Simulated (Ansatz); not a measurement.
# FH9O2Si2: the cost of one run

Method: PBE0-D4, def2-SVP first, then def2-TZVP; program: Ansatz 0.2.0, Gaussian basis.

190 further runs of the same task are left out: 190 set aside as unsound or not needed. Runs told in other sessions of the task aren't counted.

**1. Where the work starts**

The guess: 14 atoms, charge 0, spin multiplicity 1.

Atoms are counted from 1 here; the program's logs count them from 0.

Bond lengths: Si1–H2 1.637 Å, Si1–O3 1.652 Å, Si1–H5 1.449 Å, Si1–H6 1.446 Å, O3–Si4 1.602 Å, Si4–H11 1.464 Å, Si4–H12 1.463 Å, Si4–H13 1.468 Å, H7–O10 1.048 Å, H9–O10 1.188 Å, O10–H14 0.966 Å. Angles: H2–Si1–O3 95.1°, H2–Si1–H5 110.0°, H2–Si1–H6 111.2°, O3–Si1–H5 97.5°, O3–Si1–H6 100.8°, H5–Si1–H6 132.8°, Si1–O3–Si4 163.8°, O3–Si4–H11 108.6°, O3–Si4–H12 106.1°, O3–Si4–H13 108.5°, H11–Si4–H12 112.0°, H11–Si4–H13 110.5°, H12–Si4–H13 110.9°, H7–O10–H9 89.6°, H7–O10–H14 107.0°, H9–O10–H14 108.3°.

Coordinates:

```csv
atom,x (Å),y (Å),z (Å)
Si1,0.1202,0.5748,0.6310
H2,-0.0192,-0.9695,0.1053
O3,-0.0560,1.2554,-0.8644
Si4,-0.6029,1.6666,-2.3133
H5,1.5170,0.9067,0.8272
H6,-1.0962,1.0193,1.2749
H7,0.3076,-1.8071,2.2381
F8,0.3821,-0.3981,2.3743
H9,0.1246,-1.9639,0.6785
O10,0.3251,-2.6557,1.6232
H11,-1.6397,2.6867,-2.1478
H12,0.5526,2.1737,-3.0543
H13,-1.1570,0.4711,-2.9597
H14,1.2417,-2.9600,1.5870
```

Distances that are to change: Si1–F8 2.01 Å, H7–O10 1.05 Å, H2–H9 1.16 Å, Si1–H2 1.64 Å, H7–F8 1.42 Å, H9–O10 1.19 Å.

**2. Relaxing the guess with the reacting distances held**

Input file hold/in.yaml:

```yaml
crystal:
  periodic: [false, false, false]
  atoms:
    - {symbol: Si, position_ang: [0.120200, 0.574800, 0.631000]}
    - {symbol: H, position_ang: [-0.019200, -0.969500, 0.105300]}
    - {symbol: O, position_ang: [-0.056000, 1.255400, -0.864400]}
    - {symbol: Si, position_ang: [-0.602900, 1.666600, -2.313300]}
    - {symbol: H, position_ang: [1.517000, 0.906700, 0.827200]}
    - {symbol: H, position_ang: [-1.096200, 1.019300, 1.274900]}
    - {symbol: H, position_ang: [0.307600, -1.807100, 2.238100]}
    - {symbol: F, position_ang: [0.382100, -0.398100, 2.374300]}
    - {symbol: H, position_ang: [0.124600, -1.963900, 0.678500]}
    - {symbol: O, position_ang: [0.325100, -2.655700, 1.623200]}
    - {symbol: H, position_ang: [-1.639700, 2.686700, -2.147800]}
    - {symbol: H, position_ang: [0.552600, 2.173700, -3.054300]}
    - {symbol: H, position_ang: [-1.157000, 0.471100, -2.959700]}
    - {symbol: H, position_ang: [1.241700, -2.960000, 1.587000]}
basis:
  gaussian: {orbitals: def2-SVP}
hamiltonian: {xc: pbe0, dispersion: d4}
relax: {f_tol: 0.04, max_steps: 150, escape_saddle: false, constraints: [{distance: [0, 7]}, {distance: [6, 9]}, {distance: [1, 8]}, {distance: [0, 1]}, {distance: [6, 7]}, {distance: [8, 9]}]}
```

Started as:

```console
$ ansatz run in.yaml --threads 8 --pin off --events-out ev --progress --plain --max-ram 19148MiB
```

**Question.** How long does this run take on 8 threads of Intel Xeon at 2.50GHz, shared host?

About 32 s.
